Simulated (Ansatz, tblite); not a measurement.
# The cluster Ge₂S₄−: one state, many levels

One table from this session's results is given with a row withheld; the runs are named, their logs left out.

Method: as each input shows; program: Ansatz 0.2.0, Gaussian basis.

Plan: GFN1-xTB, GFN2-xTB, PBE-D4/def2-TZVPD, r2SCAN-D4/def2-TZVPD, r2SCANh-D4/def2-TZVPD, r2SCAN0-D4/def2-TZVPD, BLYP-D4/def2-TZVPD, HF/STO-3G, MP2/def2-TZVPD, RPA/def2-TZVPD.

2 further runs of the same task are left out: 2 set aside as unsound or not needed. Runs told in other sessions of the task aren't counted.

## The relaxed structure

The doublet was relaxed beforehand with PBE-D4/def2-SVPD. At that level it is the lowest of the isomers that a small search found.

6 atoms, charge -1, spin multiplicity 2.

Bond lengths: Ge1–S4 2.080 Å, Ge1–S5 2.200 Å, Ge1–S6 2.200 Å, Ge2–S3 2.131 Å, Ge2–S5 2.435 Å, Ge2–S6 2.436 Å. Angles: S4–Ge1–S5 129.0°, S4–Ge1–S6 129.0°, S5–Ge1–S6 102.0°, S3–Ge2–S5 117.0°, S3–Ge2–S6 117.0°, S5–Ge2–S6 89.2°, Ge1–S5–Ge2 84.2°, Ge1–S6–Ge2 84.2°.

As a file:

```xyz
6
Ge2S4
Ge    0.22652    1.00471   -0.97464
Ge    0.03011   -0.83603    1.52811
S    -0.86662   -2.74270    1.84609
S     0.42143    2.31636   -2.57752
S    -1.36990    0.89195    0.53536
S     1.55845   -0.63428   -0.35740
```

The ion is computed in the gas phase, without counter-ions or solvent.

PBE0-D4/def2-TZVPD was run before; its log isn't repeated, and its numbers join the tables.

The first run:

Tight binding, by tblite at 300 K electronic temperature and without a spin-polarisation term:

```python
tblite.interface.Calculator('GFN1-xTB', numbers, positions, charge=-1, uhf=1).singlepoint()
```

Tight binding, by tblite at 300 K electronic temperature and without a spin-polarisation term:

```python
tblite.interface.Calculator('GFN2-xTB', numbers, positions, charge=-1, uhf=1).singlepoint()
```

start.molden holds the orbitals of an earlier run on this state, given as this run's starting guess.

File in.yaml:

```yaml
crystal:
  periodic: [false, false, false]
  atoms:
    - {symbol: Ge, position_ang: [0.226523, 1.004707, -0.974639]}
    - {symbol: Ge, position_ang: [0.030112, -0.836035, 1.528107]}
    - {symbol: S, position_ang: [-0.866624, -2.742702, 1.846091]}
    - {symbol: S, position_ang: [0.421432, 2.316360, -2.577523]}
    - {symbol: S, position_ang: [-1.369895, 0.891954, 0.535365]}
    - {symbol: S, position_ang: [1.558453, -0.634284, -0.357401]}
basis:
  gaussian: {orbitals: def2-TZVPD, initial_orbitals: start.molden}
total_charge: -1
magnetization: {spin_polarized: true, initial_magnetization: 1}
hamiltonian: {xc: pbe, dispersion: d4}
scf: {omitted_lower_state_checks: [starts]}
output: {forces: true, orbitals: {seedname: orbitals}}
```

Started as:

```sh
> ansatz run in.yaml --threads 4 --pin off --events-out ev --progress --plain --max-ram 4787MiB
```

Among the steps run: PBE-D4/def2-TZVPD; r2SCAN-D4/def2-TZVPD; r2SCANh-D4/def2-TZVPD; r2SCAN0-D4/def2-TZVPD; BLYP-D4/def2-TZVPD; HF/STO-3G; MP2/def2-TZVPD; RPA/def2-TZVPD.

One of the session's tables, all rows but one given; the rest of the session is left out.

It belongs to the step «Levels side by side». 

| level | LUMO (eV) | gap (eV) |
| --- | --- | --- |
| HF/STO-3G | 9.70 | 8.52 |
| PBE-D4/def2-TZVPD | -0.64 | 0.70 |
| BLYP-D4/def2-TZVPD | -0.56 | 0.60 |
| r2SCAN-D4/def2-TZVPD | ? | ? |
| r2SCANh-D4/def2-TZVPD | -0.17 | 1.83 |
| PBE0-D4/def2-TZVPD | 0.09 | 2.43 |
| r2SCAN0-D4/def2-TZVPD | 0.25 | 2.82 |

Estimate the missing values for r2SCAN-D4/def2-TZVPD.

Worked estimate for «LUMO (eV)». Against the share of exact exchange, r2SCANh-D4/def2-TZVPD (0.1, -0.17), r2SCAN0-D4/def2-TZVPD (0.25, 0.25) give a slope of 2.80 per unit share; at 0 the line stands at -0.45.

The run gave: LUMO (eV): -0.45; gap (eV): 1.17. In «LUMO (eV)» the line misses by 0.00.

To keep in mind: The anion's highest level is positive in at least one run, so there the basis alone may hold the extra electron.
